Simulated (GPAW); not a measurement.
The system is InSe2.

```
In Se
1.0
     3.89489    0.00000    0.00000
     0.00000    3.89489    0.00000
     0.00000    0.00000    9.62623
In Se
2 4
Direct
  0.50000 0.00000 0.29353
  0.00000 0.50000 0.70647
  0.50000 0.50000 0.00000
  0.00000 0.00000 0.00000
  0.50000 0.00000 0.63379
  0.00000 0.50000 0.36621
```

The cell comes from a database or a generator and needn't be the stable form of this composition.

- Program: GPAW 26.7.0
- Task: relaxation of cell and atoms
- Functional: PBEsol
- Dispersion: D3
- Potentials or basis: PAW data sets generated in the run's folder for this functional
- Cutoff: 600 eV
- Basis: pw
- k mesh: 5 × 5 × 2
- Occupations: fermi-dirac, width 0.05 eV
- Spin: no spin polarisation

At the start: pressure -4.7 GPa; volume 24.34 Å³/atom.

Problem. Where does the relaxation end?

Solution. Over 19 steps the energy falls by 32.8 meV/atom and the volume is 22.23 Å³/atom (-8.7 %); space group P4/nmm (No. 129, to 0.05 Å).

Step by step:
```csv
step,energy change (eV),largest force (eV/Å),pressure (GPa),volume (Å³)
1,0.0000,0.1156,-4.72,146.03
2,-0.0224,0.1010,-4.44,145.29
3,-0.1627,0.1434,0.35,135.05
4,-0.1667,0.1171,-0.28,136.06
5,-0.1695,0.0988,-0.44,136.21
6,-0.1813,0.0155,-0.72,135.89
7,-0.1865,0.0730,-0.50,134.88
8,-0.1884,0.0950,-0.15,134.02
9,-0.1891,0.0878,0.02,133.67
10,-0.1902,0.0628,0.24,133.25
11,-0.1918,0.0327,0.38,132.90
12,-0.1936,0.0328,0.35,132.78
13,-0.1945,0.0462,0.17,132.97
14,-0.1949,0.0486,0.03,133.16
15,-0.1951,0.0514,-0.05,133.30
16,-0.1955,0.0509,-0.16,133.47
17,-0.1960,0.0408,-0.23,133.60
18,-0.1965,0.0199,-0.18,133.55
19,-0.1967,0.0088,-0.07,133.40
```

Final structure:
```yaml
crystal:
  lattice:
    - [3.81976, 0.00000, 0.00000]
    - [0.00000, 3.81976, 0.00000]
    - [0.00000, 0.00000, 9.14273]
  atoms:
    - { symbol: In, position: [0.50000, 0.00000, 0.29780] }
    - { symbol: In, position: [0.00000, 0.50000, 0.70220] }
    - { symbol: Se, position: [0.50000, 0.50000, 0.00000] }
    - { symbol: Se, position: [0.00000, 0.00000, 0.00000] }
    - { symbol: Se, position: [0.50000, 0.00000, 0.62982] }
    - { symbol: Se, position: [0.00000, 0.50000, 0.37018] }
```

Caveat: later steps reuse the first step's grids; pairwise dispersion overbinds metals, which lowers pressure and volume.
